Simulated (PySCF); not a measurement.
NAlO2H4, in a box:

```xyz
8
Lattice="13.0000 0.0000 0.0000 0.0000 14.0000 0.0000 0.0000 0.0000 11.0000" Properties=species:S:1:pos:R:3 pbc="T T T"
N     5.5903    8.5009    5.8318
Al    6.0578    6.8109    5.6665
O     7.6102    6.3297    5.1987
O     4.8943    5.6531    6.0190
H     6.1913    9.4022    5.6316
H     4.6862    8.8087    6.0952
H     8.3653    6.9568    4.9465
H     5.1120    4.7479    5.9224
```

The cell isn't the ideal one: atoms moved at random, drawn with an rms of 0.05 Å.

Program: PySCF 2.14.0. Alike in all runs: task atomic charges; potentials or basis 6-31g* (all-electron); no spin polarisation; cell atoms moved at random, drawn with an rms of 0.05 Å; k mesh 1 × 1 × 1; smearing fixed.

Q: Order these runs on this cell by their band gap on the k mesh, lowest first.
A. level M06+D4; three-body dispersion term yes
B. level B3LYP+D3; three-body dispersion term no
C. level r2SCAN0

A: B (6.39 eV), A (7.03 eV), C (7.60 eV).

Caveats: this is a molecule in a periodic box at the Γ point, so its band gap is the HOMO-LUMO gap; the basis of atomic orbitals isn't converged, which shifts pressures, moduli and gaps.

Runs at the PBE level aren't shown here.
